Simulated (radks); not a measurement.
**Ga²³⁺ in [He] 2s2 2p3.5 3s0.5: an all-electron calculation**

Aim: the levels, the sizes of the orbitals and the parts of the energy of the gallium ion Ga23+.

Program: radks (a radial shooting solver on a logarithmic mesh, Libxc functionals) version 1. Level of theory: scalar-relativistic Kohn-Sham, LDA (Slater exchange, VWN5 correlation), spin-polarised, spherical densities, point nucleus; open shells are filled with parallel spins first. These are calculated values, not measurements, unless marked.

**1. Starting point**

```
element       : gallium (Z = 31)
charge        : +23
electrons     : 8
configuration : [He] 2s2 2p3.5 3s0.5
```

**2. The calculation**

The run's settings:

```text
Z 31
configuration [He] 2s2 2p3.5 3s0.5
relativity scalar-relativistic
functional lda,vwn5
spin polarised
nucleus point
c 137.035999084
```

What does the calculation give?

As calculated:

```
                        quantity                    value
                    total energy      -1505.69054 hartree
exchange-correlation share of it                   2.49 %
                            −T/E                   1.0207
          highest occupied level        3s up, -961.44 eV
    most extended occupied level  3s up, <r> = 0.499 bohr
 radius at density 0.001 e/bohr³                1.08 bohr
    maxima of the radial density                        2
```

What this shows: 3 principal shells are occupied and 2 maxima appear in the radial density; where shells overlap, one shows as a shoulder or not at all. −T/E is 1.021: with relativity the kinetic term as defined here no longer equals −E. This is not the tabulated ground configuration, so its levels and sizes aren't those of the ground state, and no measured value stands beside it.
